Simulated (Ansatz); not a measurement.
# C₇H₁₄: vertical ionisation energy

The task here is to estimate one member of a computed series from the others.

Program: Ansatz 0.2.0, Gaussian basis. Level of theory: unrestricted cation, the program's frozen cores in correlated methods. These are calculated values, not measurements.

The runs, in order: UKS PBE-D4/def2-TZVPP; UKS r2SCAN-D4/def2-TZVPP; UKS PBE0-D4/def2-TZVPP; UKS B3LYP-D4/def2-TZVPP; UKS wB97X-V/def2-TZVPP; UKS wB97M-V/def2-TZVPP; UKS B2PLYP/def2-TZVPP; UHF-MP2/def2-TZVPP; UHF-MP2/def2-QZVPP; then −ε(HOMO) from the neutral's earlier runs with LDA (SPW92), PBE-D4, revPBE-D4, BLYP-D4, r2SCAN-D4, B97M-V, PBE0-D4, B3LYP-D4, r2SCANh-D4, r2SCAN0-D4, HSE06-D4, BHLYP-D4, CAM-B3LYP-D4, LC-ωPBE, ωB97X-V, ωB97M-V.

1 further run of the same task is left out (it didn't finish). Runs told in other sessions of the task aren't counted.

## Structure used throughout

The geometry comes from an earlier relaxation with PBE0-D4 in a triple-zeta def2 set; it is a stationary point, not always the lowest conformer.

SMILES `C=CCCCCC`, 21 atoms, charge 0, spin multiplicity 1.

Atoms are counted from 1 here; the program's logs count them from 0.

Bond lengths: C1–C2 1.326 Å, C1–H8 1.086 Å, C1–H9 1.084 Å, C2–C3 1.492 Å, C2–H10 1.089 Å, C3–C4 1.531 Å, C3–H11 1.096 Å, C3–H12 1.094 Å, C4–C5 1.523 Å, C4–H13 1.096 Å, C4–H14 1.095 Å, C5–C6 1.521 Å, C5–H15 1.096 Å, C5–H16 1.096 Å, C6–C7 1.519 Å, C6–H17 1.095 Å, C6–H18 1.097 Å, C7–H19 1.094 Å and more. Angles: C2–C1–H8 121.3°, C2–C1–H9 121.7°, H8–C1–H9 116.9°, C1–C2–C3 124.9°, C1–C2–H10 118.6°, C3–C2–H10 116.6°, C2–C3–C4 113.7°, C2–C3–H11 109.2°, C2–C3–H12 109.2°, C4–C3–H11 109.1°, C4–C3–H12 109.0°, H11–C3–H12 106.4°, C3–C4–C5 115.3°, C3–C4–H13 108.3°, C3–C4–H14 108.5°, C5–C4–H13 109.0°, C5–C4–H14 108.9°, H13–C4–H14 106.5° and more.

The first run:

in.yaml reads:

```yaml
crystal:
  periodic: [false, false, false]
  atoms:
    - {symbol: C, position_ang: [-3.288285, 0.460922, -0.523492]}
    - {symbol: C, position_ang: [-1.981055, 0.250817, -0.592908]}
    - {symbol: C, position_ang: [-1.296644, -1.010165, -0.182464]}
    - {symbol: C, position_ang: [-0.367250, -0.841845, 1.022958]}
    - {symbol: C, position_ang: [0.748168, 0.181071, 0.848410]}
    - {symbol: C, position_ang: [1.700992, -0.112030, -0.300038]}
    - {symbol: C, position_ang: [2.850551, 0.877959, -0.372984]}
    - {symbol: H, position_ang: [-3.964813, -0.306323, -0.158297]}
    - {symbol: H, position_ang: [-3.731682, 1.401152, -0.830623]}
    - {symbol: H, position_ang: [-1.344864, 1.050042, -0.968935]}
    - {symbol: H, position_ang: [-0.719577, -1.398568, -1.029989]}
    - {symbol: H, position_ang: [-2.049904, -1.768105, 0.052517]}
    - {symbol: H, position_ang: [0.076184, -1.817290, 1.254119]}
    - {symbol: H, position_ang: [-0.972953, -0.562608, 1.891240]}
    - {symbol: H, position_ang: [1.323527, 0.228036, 1.780199]}
    - {symbol: H, position_ang: [0.319337, 1.181279, 0.716272]}
    - {symbol: H, position_ang: [1.155772, -0.102026, -1.249911]}
    - {symbol: H, position_ang: [2.095738, -1.129309, -0.189780]}
    - {symbol: H, position_ang: [3.442079, 0.862977, 0.546784]}
    - {symbol: H, position_ang: [2.481768, 1.898774, -0.508411]}
    - {symbol: H, position_ang: [3.522879, 0.655239, -1.204667]}
basis:
  gaussian: {orbitals: def2-TZVPP}
total_charge: 1
magnetization: {spin_polarized: true, initial_magnetization: 1}
hamiltonian: {xc: pbe, dispersion: d4}
```

On the command line:

```bash
ansatz run in.yaml --threads 2 --pin off --events-out ev --progress --plain --max-ram 20480MiB --backend cuda --devices 0, --max-vram 18GiB
```

Among the steps run: Cation, UKS PBE-D4/def2-TZVPP; Cation, UKS r2SCAN-D4/def2-TZVPP; Cation, UKS PBE0-D4/def2-TZVPP; Cation, UKS B3LYP-D4/def2-TZVPP; Cation, UKS wB97X-V/def2-TZVPP; Cation, UKS wB97M-V/def2-TZVPP; Cation, UKS B2PLYP (frozen core)/def2-TZVPP; Cation, UHF-MP2/def2-TZVPP; Cation, UHF-MP2/def2-QZVPP.

One of the session's tables, all rows but one given; the rest of the session is left out.

It belongs to the step «Ionisation energies side by side». Orbital estimates, from the neutral's runs:

| functional | −ε(HOMO) (eV) |
| --- | --- |
| LDA (SPW92) | 6.40 |
| PBE-D4 | 6.22 |
| revPBE-D4 | 6.15 |
| BLYP-D4 | 6.06 |
| r2SCAN-D4 | 6.41 |
| B97M-V | 6.43 |
| PBE0-D4 | 7.33 |
| B3LYP-D4 | 7.11 |
| r2SCANh-D4 | 6.83 |
| r2SCAN0-D4 | 7.47 |
| HSE06-D4 | 6.93 |
| BHLYP-D4 | 8.30 |
| CAM-B3LYP-D4 | 8.68 |
| LC-ωPBE | 10.08 |
| ωB97X-V | ? |
| ωB97M-V | 9.60 |

**Question.** Estimate the row for ωB97X-V.

As computed: −ε(HOMO) (eV): 9.69. In the column «−ε(HOMO) (eV)» it lies between ωB97M-V (9.60) and LC-ωPBE (10.08).
